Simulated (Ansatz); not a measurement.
Working through harmonic frequencies at the relaxed geometry of CH6AsNO, SMILES N[AsH]CO

With Ansatz's Python interface.

Typed at the interpreter:
```pycon
>>> import warnings
>>> import ansatz as az
>>> import numpy as np
>>> config = {
...     "basis_set": "def2-SVP",
...     "functional": "pbe0",
... }
>>> warnings.simplefilter("ignore", az.DeckWarning)
>>> geometry_ang = [
...     ("N", (-1.0178, 1.4397, 0.2481)),
...     ("As", (0.7724, 1.0798, -0.0441)),
...     ("C", (0.4521, -0.8721, -0.0317)),
...     ("O", (-0.1043, -1.2665, -1.1854)),
...     ("H", (-1.3899, 0.9401, 1.0531)),
...     ("H", (-1.5921, 1.1378, -0.5916)),
...     ("H", (1.1231, 1.1275, 1.4914)),
...     ("H", (1.5033, -1.3755, 0.0608)),
...     ("H", (-0.1262, -1.13, 0.9063)),
...     ("H", (0.4624, -1.1319, -1.904)),
... ]
>>> mol = az.Crystal.molecule()
>>> for symbol, xyz in geometry_ang:
...     mol = mol.atom(symbol, xyz)
...
>>> setup = mol.calculation()
>>> setup = setup.basis(gaussian=config["basis_set"])
>>> setup = setup.functional(config["functional"])
>>> symbols = [site.symbol for site in mol.cartesian_sites]
>>> start = np.array([site.position_ang for site in mol.cartesian_sites], dtype=float)
>>> summary = setup.relax(force_tolerance=0.003, max_steps=100).run(threads=1).report
>>> end = np.array(summary["positions_ang"])
>>> print("final positions (A) and the move of each atom")
final positions (A) and the move of each atom
>>> for symbol, xyz, old in zip(symbols, end, start):
...     print(f"{symbol:2s} {xyz[0]:10.5f} {xyz[1]:10.5f} {xyz[2]:10.5f}   {np.linalg.norm(xyz - old):7.4f}")
...
N    -1.08738    1.53086    0.36814    0.1660
As    0.63445    1.03447   -0.07739    0.1490
C     0.54577   -0.95601   -0.02547    0.1259
O    -0.01947   -1.47944   -1.19460    0.2294
H    -1.56630    0.89451    1.00273    0.1890
H    -1.65715    1.64143   -0.46670    0.5229
H     1.20842    1.14486    1.33538    0.1787
H     1.56531   -1.34310    0.18039    0.1385
H    -0.09366   -1.26939    0.81493    0.1698
H     0.55302   -1.24927   -1.93450    0.1514
>>> # same settings at the minimum
>>> minimum = az.Crystal.molecule()
>>> for symbol, place in zip(symbols, end):
...     minimum = minimum.atom(symbol, place.tolist())
...
>>> vibrating = minimum.calculation()
>>> vibrating = vibrating.basis(gaussian=config["basis_set"])
>>> vibrating = vibrating.functional(config["functional"])
>>> vibrating = vibrating.phonons(temperatures=(298.15, 498.15, 100))
>>> vib = vibrating.run(threads=1).report["vibrations"]
>>> sums = vib["harmonic_sums"]
>>> modes = [m["omega_inv_cm"] for m in sums["modes_at_gamma"] if m["rigid_motion"] == "no"]
>>> print("frequencies (1/cm):", " ".join(f"{w:.0f}" for w in modes))
frequencies (1/cm): 72 200 221 270 359 567 573 698 745 793 838 1009 1121 1158 1277 1379 1458 1564 2190 2999 3119 3551 3659 3871
>>> print("imaginary modes:", sum(w < 0 for w in modes), " zero-point energy:", round(sums["zero_point_energy_ev"], 4), "eV")
imaginary modes: 0  zero-point energy: 2.0884 eV
>>> print("T (K)   F_vib (eV)   S_vib (meV/K)   C_vib (meV/K)")
T (K)   F_vib (eV)   S_vib (meV/K)   C_vib (meV/K)
>>> for row in zip(sums["temperatures_k"], sums["vibrational_free_energy_ev"], vib["entropy_ev_per_k"], vib["heat_capacity_ev_per_k"]):
...     print(f"{row[0]:6.1f} {row[1]:11.4f} {1000 * row[2]:13.4f} {1000 * row[3]:15.4f}")
...
 298.1      2.0139        0.5705          0.6599
 398.1      1.9459        0.7889          0.8541
 498.1      1.8564        0.9981          1.0127
```

Notes:
- These settings explore the input space; basis and method may be short of convergence.
- The frequencies are harmonic and unscaled, in a modest basis. The result belongs to the one conformer reached from this start, and soft torsions count as harmonic oscillators.
- Hardware and time: 8.1 min on 1 thread of Arm Neoverse N1, on a shared host, peak memory 0.32 GiB.
